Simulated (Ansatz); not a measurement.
# HfSiW3: the cost of one run

Method: DFT PBE, scalar-relativistic, plane waves, PAW, unless a step names another level, in Ansatz 0.2.0.

3 further runs of the same task are left out: 2 that didn't finish, 1 set aside as unsound or not needed.

### Step 1. The starting structure

It takes space group Cmmm (No. 65, orthorhombic). Conventional cell: a = 4.437 Å, b = 22.882 Å, c = 3.260 Å, α = 90.00°, β = 90.00°, γ = 90.00°. Around Hf (site symmetry m2m) lie 6 Si at 2.80 to 3.05 Å and 2 W at 2.92 Å and 2 Hf at 3.03 Å. Si (site symmetry m2m) has 4 W at 2.58 to 2.93 Å and 6 Hf at 2.80 to 3.05 Å as nearest neighbours. Around W (site symmetry mmm) lie 12 W at 2.75 to 3.11 Å. W (site symmetry m2m) has 6 W at 2.75 to 2.79 Å and 2 Hf at 2.92 Å and 2 Si at 2.93 Å as nearest neighbours. W (site symmetry m2m) is surrounded by 2 Si at 2.58 Å and 6 W at 2.72 to 2.75 Å. W (site symmetry mmm) has 8 W at 2.72 to 2.75 Å as nearest neighbours.

As a file:

```cif
data_structure
_symmetry_space_group_name_H-M 'Cmmm'
_symmetry_Int_Tables_number 65
_cell_length_a 4.4365
_cell_length_b 22.8820
_cell_length_c 3.2597
_cell_angle_alpha 90.000
_cell_angle_beta 90.000
_cell_angle_gamma 90.000
_cell_volume 330.91
loop_
_atom_site_label
_atom_site_type_symbol
_atom_site_symmetry_multiplicity
_atom_site_Wyckoff_symbol
_atom_site_fract_x
_atom_site_fract_y
_atom_site_fract_z
_atom_site_occupancy
Hf1 Hf 4 i 0.00000 0.20475 0.00000 1
Si1 Si 4 j 0.50000 0.18280 0.50000 1
W1 W 2 a 0.00000 0.00000 0.00000 1
W2 W 4 j 0.50000 0.40092 0.50000 1
W3 W 4 i 0.50000 0.09515 0.00000 1
W4 W 2 c 0.50000 0.00000 0.50000 1
```

It came out lowest among 18 distinct ends of the trial cells. At a tolerance of 0.05 Å it has space group Cmmm (No. 65).

### Step 2. Bands, states and charges

File input.yaml:

```yaml
crystal:
  lattice:
    - [2.2182617266, -11.4410115561, 0.0]
    - [2.2182617266, 11.4410115561, 0.0]
    - [0.0, 0.0, 3.2596921045]
  atoms:
    - { symbol: Hf, position: [0.7952489169, 0.2047510831, 0.0] }
    - { symbol: Hf, position: [0.2047510831, 0.7952489169, 0.0] }
    - { symbol: Si, position: [0.3172031031, 0.6827968969, 0.5] }
    - { symbol: Si, position: [0.6827968969, 0.3172031031, 0.5] }
    - { symbol: W, position: [0.0, 0.0, 0.0] }
    - { symbol: W, position: [0.0990843881, 0.9009156119, 0.5] }
    - { symbol: W, position: [0.9009156119, 0.0990843881, 0.5] }
    - { symbol: W, position: [0.4048537246, 0.5951462754, 0.0] }
    - { symbol: W, position: [0.5, 0.5, 0.5] }
    - { symbol: W, position: [0.5951462754, 0.4048537246, 0.0] }
basis:
  ecutwfc: 420
kpoints:
  mp_grid: { grid: [8, 8, 10] }
  band_path:
    path:
      - [[0.0, 0.0, 0.0], [-0.5, 0.5, 0.0], [-0.25939803, 0.74060197, 0.0]]
      - [[0.25939803, 0.25939803, 0.0], [0.0, 0.0, 0.0], [0.0, 0.0, 0.5], [0.25939803, 0.25939803, 0.5]]
      - [[-0.25939803, 0.74060197, 0.5], [-0.5, 0.5, 0.5], [-0.5, 0.5, 0.0]]
      - [[0.0, 0.0, 0.0], [0.0, 0.5, 0.0], [0.0, 0.5, 0.5], [0.0, 0.0, 0.5], [-0.5, 0.5, 0.5]]
    npoints: 14
hamiltonian:
  xc: pbe
scf:
  occupations: { method: gaussian, width: 0.1 }
  n_extra_bands: 25
output:
  forces: true
  stress: true
  eigenvalues: true
  populations: true
  dos: { projected: true, de: 0.02, nscf_kmesh: { grid: [10, 10, 12] } }
  bader: true
  write_density: true
  write_potential: true
  elf: true
  volumetric_format: npy
```

Run with:

```bash
ansatz run input.yaml --threads 1 --pin off --max-ram 2560MiB --backend cpu --events-out ev --progress --plain --runs-dir out
```

What time and memory should one allow on 1 thread of Intel Xeon at 2.50GHz (Skylake/Cascade Lake), shared host?

About 13 min, with a peak of 2.2 GiB.
